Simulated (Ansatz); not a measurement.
**Cl₃H₃OSi (built from SMILES Cl[SiH](Cl)Cl.O): search for a transition state**

Wanted: the transition state of a four-centre ligand exchange (form Si1–O7, H2–H6 and break Si1–H2, H6–O7). The guess is relaxed with those distances held, a saddle search follows, and vibrations and two downhill relaxations check it.

Program: Ansatz 0.2.0, Gaussian basis. Level of theory: PBE0-D4, def2-SVP first, then def2-TZVP. These are calculated values, not measurements.

152 further runs of the same task are left out: 152 set aside as unsound or not needed.

## (1) Starting geometry

The guess: 8 atoms, charge 0, spin multiplicity 1.

Atoms are counted from 1 here; the program's logs count them from 0.

Bond lengths: Si1–Cl3 2.090 Å, Si1–Cl4 2.031 Å, Si1–Cl5 2.030 Å, Si1–O7 1.777 Å, H6–O7 1.174 Å, O7–H8 0.980 Å. Angles: Cl3–Si1–Cl4 99.7°, Cl3–Si1–Cl5 100.0°, Cl3–Si1–O7 90.5°, Cl4–Si1–Cl5 117.9°, Cl4–Si1–O7 119.9°, Cl5–Si1–O7 118.2°, Si1–O7–H6 90.5°, Si1–O7–H8 127.6°, H6–O7–H8 141.8°.

As a file:

```csv
atom,x (Å),y (Å),z (Å)
Si1,-0.3113,0.2902,-0.4042
H2,-0.3552,0.8013,1.3636
Cl3,0.1937,-0.8306,-2.0940
Cl4,-2.3263,0.0385,-0.4146
Cl5,0.4220,2.1028,-0.9504
H6,0.4174,-0.1310,1.5625
O7,0.7061,-0.7552,0.6112
H8,1.2536,-1.5160,0.3259
```

Distances that are to change: Si1–O7 1.78 Å, H2–H6 1.23 Å, Si1–H2 1.84 Å, H6–O7 1.17 Å.

## (2) Relaxing the guess with the reacting distances held

File hold/in.yaml:

```yaml
crystal:
  periodic: [false, false, false]
  atoms:
    - {symbol: Si, position_ang: [-0.311300, 0.290200, -0.404200]}
    - {symbol: H, position_ang: [-0.355200, 0.801300, 1.363600]}
    - {symbol: Cl, position_ang: [0.193700, -0.830600, -2.094000]}
    - {symbol: Cl, position_ang: [-2.326300, 0.038500, -0.414600]}
    - {symbol: Cl, position_ang: [0.422000, 2.102800, -0.950400]}
    - {symbol: H, position_ang: [0.417400, -0.131000, 1.562500]}
    - {symbol: O, position_ang: [0.706100, -0.755200, 0.611200]}
    - {symbol: H, position_ang: [1.253600, -1.516000, 0.325900]}
basis:
  gaussian: {orbitals: def2-SVP}
hamiltonian: {xc: pbe0, dispersion: d4}
relax: {f_tol: 0.04, max_steps: 150, escape_saddle: false, constraints: [{distance: [0, 6]}, {distance: [1, 5]}, {distance: [0, 1]}, {distance: [5, 6]}]}
```

Run with:

```
> ansatz run in.yaml --threads 8 --pin off --events-out ev --progress --plain --max-ram 19148MiB
```

After this run come: A starting Hessian; Saddle search in the small basis; Saddle search in triple zeta; Checking the order of the point; Relaxing after a step of 0.30 Å one way along the mode; Relaxing after a step of 0.30 Å the other way along the mode.

Q: Predict the outcome of this session. Wanted: imaginary mode; barrier from the start side; barrier from the end side; energy of the step; pairs that change; zero-point energy at the saddle.

As calculated:

| quantity | value |
| --- | --- |
| imaginary mode | 1336i cm⁻¹ |
| barrier from the start side | 148.2 kJ/mol |
| barrier from the end side | 220.4 kJ/mol |
| energy of the step | -72.2 kJ/mol |
| pairs that change | Si1–O7 formed, H2–H6 formed, Si1–H2 broken, H6–O7 broken |
| zero-point energy at the saddle | 0.949 eV |

One imaginary mode, 1336i cm⁻¹, makes this a first-order saddle. It joins the planned start and end. At PBE0-D4/def2-TZVP the electronic barrier is 148.2 kJ/mol, about 60 kT at 298 K, and the step runs 72.2 kJ/mol downhill. The barrier is thin enough for tunnelling; the leading (Wigner) term alone is a factor of 2.7 at 298 K. A step off the saddle overshot and began above it in energy, so the link to its end is likely but not proven.
